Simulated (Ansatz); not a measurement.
# Ga3SbAs2: the band gap up the ladder of functionals

One table from this session's results is given with a row withheld; the runs are named, their logs left out.

Program: Ansatz 0.2.0. PAW datasets, plane waves. Simulation only: spin-unpolarised, and no claim that this is the phase found in nature.

## The structure to begin with

The cell was relaxed beforehand with r2SCAN.

It is trigonal, P3m1 (No. 156); conventional cell a = 4.125 Å, c = 10.102 Å, 24.81 Å³ an atom. Around As lie 4 Ga at 2.45–2.50 Å; around As lie 4 Ga at 2.46–2.50 Å; around Sb lie 4 Ga at 2.58–2.65 Å; around Ga lie 4 As at 2.46–2.50 Å; around Ga lie 3 As at 2.50 Å and 1 Sb at 2.65 Å.

As a file:

```cif
data_structure
_symmetry_space_group_name_H-M 'P3m1'
_symmetry_Int_Tables_number 156
_cell_length_a 4.1249
_cell_length_b 4.1249
_cell_length_c 10.1016
_cell_angle_alpha 90.000
_cell_angle_beta 90.000
_cell_angle_gamma 120.000
_cell_volume 148.85
loop_
_atom_site_label
_atom_site_type_symbol
_atom_site_symmetry_multiplicity
_atom_site_Wyckoff_symbol
_atom_site_fract_x
_atom_site_fract_y
_atom_site_fract_z
_atom_site_occupancy
As1 As 1 a 0.00000 0.00000 0.00644 1
As2 As 1 b 0.33333 0.66667 0.32673 1
Sb1 Sb 1 c 0.66667 0.33333 0.66597 1
Ga1 Ga 1 b 0.33333 0.66667 0.08312 1
Ga2 Ga 1 c 0.66667 0.33333 0.40349 1
Ga3 Ga 1 a 0.00000 0.00000 0.76425 1
```

Set-up of the first run:

input.yaml

```yaml
crystal:
  lattice:
    - [4.1249356008, 0.0, 0.0]
    - [-2.0624678004, 3.5722990192, 0.0]
    - [0.0, 0.0, 10.1016363154]
  atoms:
    - { symbol: As, position: [0.0, 0.0, 0.0064430785] }
    - { symbol: As, position: [0.3333333333, 0.6666666667, 0.3267283983] }
    - { symbol: Sb, position: [0.6666666667, 0.3333333333, 0.6659695656] }
    - { symbol: Ga, position: [0.3333333333, 0.6666666667, 0.0831172545] }
    - { symbol: Ga, position: [0.6666666667, 0.3333333333, 0.4034927422] }
    - { symbol: Ga, position: [0.0, 0.0, 0.7642489609] }
kpoints:
  mp_grid: { grid: [12, 12, 4] }
  band_path:
    path:
      - [[0.0, 0.0, 0.0], [0.5, 9.368663032253e-17, 2.766298783536e-18], [0.3333333333333, 0.3333333333333, 2.766298783525e-18], [0.0, 0.0, 0.0], [2.324807036715e-35, 4.189689962527e-36, 0.5], [0.5, 9.368663032253e-17, 0.5], [0.3333333333333, 0.3333333333333, 0.5], [2.324807036715e-35, 4.189689962527e-36, 0.5]]
      - [[0.5, 9.368663032253e-17, 0.5], [0.5, 9.368663032253e-17, 2.766298783536e-18]]
      - [[0.3333333333333, 0.3333333333333, 0.5], [0.3333333333333, 0.3333333333333, 2.766298783525e-18]]
    npoints: 10
hamiltonian:
  xc: pbe
scf:
  occupations: { method: fermi_dirac, width: 0.02 }
  n_extra_bands: 5
output:
  forces: true
  stress: true
  eigenvalues: true
```

The run is started by

```bash
> ansatz run input.yaml --threads 4 --pin off --max-ram 6451MiB --backend cpu --events-out ev --progress --plain --runs-dir out
```

Among the steps run: PBE bands along the symmetry lines; Single point with r2SCAN; HSE06; Single point with PBE+SOC.

One of the session's tables, all rows but one given; the rest of the session is left out.

| level | gap (eV) |
| --- | --- |
| PBE | -0.01 |
| r2SCAN | 0.00 |
| HSE06 | ? |
| PBE+SOC | -0.01 |

Q: Estimate the row for HSE06 from the others.

**Answer.** gap (eV): 0.26. In the column «gap (eV)» it is the highest.

Meshes: PBE 12×12×4, r2SCAN 12×12×4, HSE06 6×6×2, PBE+SOC 12×12×4

To keep in mind: Warnings in the runs' records: stress exchange threshold loose, stress scf threshold loose.
